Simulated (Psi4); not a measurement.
# UTPSS/aug-cc-pVDZ run of BCl2O (SMILES [O]B(Cl)Cl)

What is the vertical electron affinity of BCl2O at UTPSS/aug-cc-pVDZ? 

The calculation is run with Psi4 1.11.

### 1 Starting point

BCl2O has 4 atoms, charge 0, and is taken as a doublet. SMILES: `[O]B(Cl)Cl`. Geometry: relaxed at PBE0-D4/def2-TZVP.

Bond lengths: O1–B2 1.328 Å, B2–Cl3 1.744 Å, B2–Cl4 1.744 Å. Angles: O1–B2–Cl3 117.7°, O1–B2–Cl4 117.7°, Cl3–B2–Cl4 124.6°.

### 2 Energy and forces at UTPSS/aug-cc-pVDZ

Input file calc.inp:

```
memory 1600 MB

molecule {
  0 2
  O
  B 1 1.327637
  Cl 2 1.744041 1 117.69628
  Cl 2 1.74405 1 117.69969 3 179.99788
  symmetry c1
}

set {
  basis aug-cc-pVDZ
  reference uks
  puream true
  e_convergence 1e-09
  d_convergence 1e-08
  scf_type pk
  dft_radial_points 99
  dft_spherical_points 590
  maxiter 200
}

result, w = gradient("tpss", return_wfn=True)
oeprop(w, "MAYER_INDICES", "MULLIKEN_CHARGES", "LOWDIN_CHARGES")
```

Run with:

```console
$ psi4 calc.inp calc.out -n 1
```

calc.out:

```text
[...]
  Running in c1 symmetry.
[...]
  Nuclear repulsion =  171.614502934072817
[...]
  Multiplicity = 2
[...]
  Nalpha       = 24
  Nbeta        = 23
[...]
    Number of basis functions: 100
[...]
   @UKS iter   1: -1020.09098887584196    2.45625e-01   9.74936e-03 ADIIS/DIIS
[...]
   @UKS iter  15: -1020.61566908185068   -9.20863e-12   2.38550e-09 DIIS
[...]
   @S^2 Observed:                7.537819981E-01
[...]
    Orbital Energies [Eh]
    ---------------------
    Alpha Occupied:
       1A   -101.045678     2A   -101.045675     3A    -18.993911
       4A     -9.284370     5A     -9.284363     6A     -7.062311
       7A     -7.062308     8A     -7.055155     9A     -7.055152
      10A     -7.054709    11A     -7.054707    12A     -6.721316
      13A     -0.990595    14A     -0.826468    15A     -0.806066
      16A     -0.488606    17A     -0.456717    18A     -0.423025
      19A     -0.394804    20A     -0.355920    21A     -0.335134
      22A     -0.325105    23A     -0.321768    24A     -0.309700
    Alpha Virtual:
      25A     -0.052438    26A     -0.017943    27A      0.016431
[...]
  @UKS Final Energy: -1020.61566908185068
   => Energetics <=
    Nuclear Repulsion Energy =            171.6145029340728172
    One-Electron Energy =               -1748.3234542136310665
    Two-Electron Energy =                 625.2939683922388667
    DFT Exchange-Correlation Energy =     -69.2006861945313005
    Empirical Dispersion Energy =           0.0000000000000000
    VV10 Nonlocal Energy =                  0.0000000000000000
    Total Energy =                      -1020.6156690818506831
[...]
 Multipole Moments:
 ------------------------------------------------------------------------------------
     Multipole            Electronic (a.u.)      Nuclear  (a.u.)        Total (a.u.)
 ------------------------------------------------------------------------------------
 L = 1.  Multiply by 2.5417464519 to convert [e a0] to [Debye]
 Dipole X            :         -0.0000107            0.0000050           -0.0000057
 Dipole Y            :         -0.0000182           -0.0000035           -0.0000217
 Dipole Z            :          0.8565202           -0.4738019            0.3827183
 Magnitude           :                                                    0.3827183
[...]
  -Total Gradient:
     Atom            X                  Y                   Z
    ------   -----------------  -----------------  -----------------
       1        0.000001025786    -0.000001565839     0.005133201428
       2       -0.000002271570    -0.000004312897     0.007120335193
       3        0.000000846383     0.011923919177    -0.006130799102
       4        0.000000405424    -0.011918041236    -0.006127268522
[...]
  Mulliken Charges: (a.u.)
   Center  Symbol    Alpha    Beta     Spin     Total
       1     O     4.50207  3.66834  0.83373 -0.17040
       2     B     2.21580  2.29197 -0.07617  0.49222
       3    CL     8.64107  8.51983  0.12123 -0.16090
       4    CL     8.64106  8.51986  0.12121 -0.16092
   Total alpha = 24.00000, Total beta = 23.00000, Total charge = -0.00000
  Lowdin Charges: (a.u.)
   Center  Symbol    Alpha    Beta     Spin     Total
       1     O     4.34685  3.58447  0.76238  0.06867
       2     B     3.06238  3.06507 -0.00269 -1.12745
[...]
```

It took 63 s on 1 thread of Intel Xeon 6975P-C (Granite Rapids), shared host; peak memory 0.79 GiB.

### 3 The singlet anion

Input file bcl2o.xyz:

```xyz
4
BCl2O
O      0.159300    -1.173100    -0.780100
B      0.021500    -0.075700    -0.045700
Cl    -1.514200     0.187800     0.737800
Cl     1.388900     1.000900     0.067700
```

Input file job.py:

```python
import psi4

psi4.set_memory('1600 MB')
psi4.set_num_threads(1)
psi4.set_output_file('output.dat', False)

with open('bcl2o.xyz') as f:
    atoms = ''.join(f.readlines()[2:])
m = psi4.geometry('-1 1\n' + atoms + 'symmetry c1\nno_reorient\nno_com')

psi4.set_options({
    'puream': True,
    'e_convergence': 1e-09,
    'd_convergence': 1e-08,
    'scf_type': 'pk',
    'dft_radial_points': 99,
    'dft_spherical_points': 590,
})

E, wfn = psi4.gradient("tpss/aug-cc-pVDZ", molecule=m, return_wfn=True)
psi4.oeprop(wfn, "DIPOLE", "MULLIKEN_CHARGES", "WIBERG_LOWDIN_INDICES", title="TPSS")
print('gradient / Eh bohr^-1')
print(E.np.round(6))
print(f'energy = {wfn.energy():.10f} Eh')
```

Run with:

```console
$ python job.py
```

output.dat, shortened:

```text
[...]
  Running in c1 symmetry.
[...]
  Nuclear repulsion =  171.614520346409535
[...]
  Multiplicity = 1
[...]
  Nalpha       = 24
  Nbeta        = 24
[...]
    Number of basis functions: 100
[...]
   @RKS iter   1: -1020.24493608830574    9.16782e-02   1.00239e-02 DIIS/ADIIS
[...]
   @RKS iter  12: -1020.73887950688822   -4.64979e-11   7.54350e-09 DIIS
[...]
  @RKS Final Energy: -1020.73887950688822
   => Energetics <=
    Nuclear Repulsion Energy =            171.6145203464095346
    One-Electron Energy =               -1759.8262786876475730
    Two-Electron Energy =                 636.9721603698811805
    DFT Exchange-Correlation Energy =     -69.4992815355313951
    Empirical Dispersion Energy =           0.0000000000000000
    VV10 Nonlocal Energy =                  0.0000000000000000
    Total Energy =                      -1020.7388795068882246
[...]
  -Total Gradient:
     Atom            X                  Y                   Z
    ------   -----------------  -----------------  -----------------
       1        0.003336023762    -0.026604893444    -0.017800670489
       2       -0.011177817138     0.089001367129     0.059560434262
       3        0.038034803079    -0.021646381476    -0.028755836739
       4       -0.030193089340    -0.040749496747    -0.013003520861
[...]
 Multipole Moments:
 ------------------------------------------------------------------------------------
     Multipole            Electronic (a.u.)      Nuclear  (a.u.)        Total (a.u.)
 ------------------------------------------------------------------------------------
 L = 1.  Multiply by 2.5417464519 to convert [e a0] to [Debye]
 Dipole X            :          1.3069798           -1.4138931           -0.1069133
 Dipole Y            :        -19.0663486           19.7374335            0.6710849
 Dipole Z            :        -13.2120724           13.6517595            0.4396871
 Magnitude           :                                                    0.8093888
[...]
  Mulliken Charges: (a.u.)
   Center  Symbol    Alpha    Beta     Spin     Total
       1     O     4.26833  4.26833  0.00000 -0.53666
       2     B     2.36188  2.36188  0.00000  0.27625
       3    CL     8.68489  8.68489  0.00000 -0.36979
       4    CL     8.68490  8.68490  0.00000 -0.36980
   Total alpha = 24.00000, Total beta = 24.00000, Total charge = -1.00000
  Wiberg Bond Indices using Orthogonal Lowdin Orbitals:
[...]
```

The script printed:

```text
Memory set to   1.490 GiB by Python driver.
  Threads set to 1 by Python driver.
gradient / Eh bohr^-1
[[ 0.003336 -0.026605 -0.017801]
 [-0.011178  0.089001  0.05956 ]
 [ 0.038035 -0.021646 -0.028756]
 [-0.030193 -0.040749 -0.013004]]
energy = -1020.7388795069 Eh
```

Wall time 43 s (1 thread of Intel Xeon 6975P-C (Granite Rapids), shared host); peak memory 0.79 GiB.

### 4 What came out

Level: UTPSS/aug-cc-pVDZ.

```
                                                            quantity           value
                                         doublet BCl2O: total energy  -1020.61567 Eh
                                        doublet BCl2O: dipole moment          0.97 D
                   doublet BCl2O: HOMO energy (highest over α and β)        -8.43 eV
                    doublet BCl2O: LUMO energy (lowest over α and β)        -6.75 eV
                                                 doublet BCl2O: ⟨S²⟩           0.754
                             doublet BCl2O: largest force on an atom      0.689 eV/Å
                                         singlet anion: total energy  -1020.73888 Eh
                                          singlet anion: HOMO energy         0.07 eV
                                          singlet anion: LUMO energy         3.30 eV
singlet anion: HOMO–LUMO gap (to an unbound level, set by the basis)         3.23 eV
                             singlet anion: largest force on an atom      5.537 eV/Å
                   vertical electron affinity (to the singlet anion)        3.353 eV
```

What this shows: At fixed nuclei the extra electron is bound by 3.35 eV (323 kJ/mol). The largest force (doublet BCl2O) is 0.69 eV/Å: the shape isn't a stationary point for this species at this level. Mulliken charges (doublet BCl2O) run from -0.17 on O1 to +0.49 on B2; in a basis this large or diffuse they mean little. Mulliken charges (singlet anion) run from -0.54 on O1 to +0.28 on B2; in a basis this large or diffuse they mean little. The HOMO (singlet anion) lies at positive energy, 0.07 eV, as semi-local functionals often give for anions; only total energies tell whether the electron is bound.
